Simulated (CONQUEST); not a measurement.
Crystal: MnHg.

```xyz
2
Lattice="3.2880 0.0000 0.0000 0.0000 3.2880 0.0000 0.0000 0.0000 3.3130" Properties=species:S:1:pos:R:3 pbc="T T T"
Hg    0.0000    0.0000    0.0000
Mn    1.6440    1.6440    1.6565
```

```yaml
Program: CONQUEST 1.3
Task: single point
Functional: PBE
Potentials_or_basis: PseudoDojo NC PBE, DZP, grid cutoff 150 Ha
k_mesh: 8 × 8 × 8
Occupations: fermi-dirac, width 0.05 eV
Spin: collinear spin, ferromagnetic start
Starting_moments: "[0.0, 4.0] μB"
```

On this cell: pressure 3.8 GPa; largest force under 0.003 eV/Å; net moment 3.93 μB per cell; site moments Hg -0.21; Mn +4.13 μB; band gap on the k mesh none (metal or under the smearing width).

The same run follows on a disturbed copy (atoms moved at random, drawn with an rms of 0.05 Å):

```
Hg Mn
1.0
     3.28800    0.00000    0.00000
     0.00000    3.28800    0.00000
     0.00000    0.00000    3.31300
Hg Mn
1 1
Direct
  0.98308 0.00066 0.00532
  0.50692 0.50187 0.49717
```

Q: What does the disturbed cell give?

A: The energy (extrapolated to zero smearing) moves by +6.5 meV/atom; pressure 4.3 GPa; largest force 0.343 eV/Å; net moment 3.93 μB per cell; site moments Hg -0.21; Mn +4.13 μB; band gap on the k mesh none (metal or under the smearing width).

Forces on the atoms (eV/Å):
```
Hg   0.326  0.016 -0.105
Mn  -0.320 -0.019  0.100
```

Stress tensor (GPa, compression positive):
```
 4.36  0.02 -0.13
 0.02  4.14 -0.01
-0.13 -0.01  4.30
```

Caveats: moments can come out somewhat high in this basis; the basis of atomic orbitals isn't converged, which shifts pressures, moduli and gaps.
